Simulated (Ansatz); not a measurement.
# CH5BFP: the cost of one run

Method: RKS BHLYP-D4/def2-SVP, in Ansatz 0.2.0.

### 1 Starting point

Bond lengths: F1–C2 1.336 Å, C2–B3 1.571 Å, B3–P4 1.878 Å, C2–H5 1.120 Å, C2–H6 1.118 Å, B3–H7 1.230 Å, P4–H8 1.485 Å, P4–H9 1.507 Å. Angles: F1–C2–B3 106.7°, F1–C2–H5 109.2°, F1–C2–H6 111.2°, B3–C2–H5 109.8°, B3–C2–H6 110.7°, H5–C2–H6 109.2°, C2–B3–P4 123.3°, C2–B3–H7 119.3°, P4–B3–H7 117.1°, B3–P4–H8 91.8°, B3–P4–H9 95.8°, H8–P4–H9 92.9°.

Coordinates:

```xyz
9

F    -0.9940    0.8377   -1.1954
C     0.1258    1.0020   -0.4864
B     0.6792   -0.4350   -0.1765
P    -0.2192   -1.6716    0.9143
H     0.8707    1.5715   -1.0993
H    -0.0743    1.5601    0.4610
H     1.8107   -0.7376   -0.5519
H    -1.4808   -1.4988    0.1503
H    -0.6296   -0.6748    1.9668
```

### 2 Relaxing the start

input.yaml reads:

```yaml
crystal:
  periodic: [false, false, false]
  atoms:
    - { symbol: F, position_ang: [-0.994, 0.8377, -1.1954] }
    - { symbol: C, position_ang: [0.1258, 1.002, -0.4864] }
    - { symbol: B, position_ang: [0.6792, -0.435, -0.1765] }
    - { symbol: P, position_ang: [-0.2192, -1.6716, 0.9143] }
    - { symbol: H, position_ang: [0.8707, 1.5715, -1.0993] }
    - { symbol: H, position_ang: [-0.0743, 1.5601, 0.461] }
    - { symbol: H, position_ang: [1.8107, -0.7376, -0.5519] }
    - { symbol: H, position_ang: [-1.4808, -1.4988, 0.1503] }
    - { symbol: H, position_ang: [-0.6296, -0.6748, 1.9668] }
basis:
  gaussian: { orbitals: def2-SVP }
hamiltonian:
  xc: { name: BHLYP }
  dispersion: d4
relax:
  f_tol: 0.02
  max_steps: 40
```

Command:

```
$ ansatz run input.yaml --threads 1 --pin off --max-ram 2048MiB --backend cpu --events-out ev --progress --plain --runs-dir out
```

**Question.** How long does this run take on 1 thread of Intel Xeon 6975P-C (Granite Rapids), shared host, and how much memory does it need?

About 37 s, with a peak of 0.18 GiB.
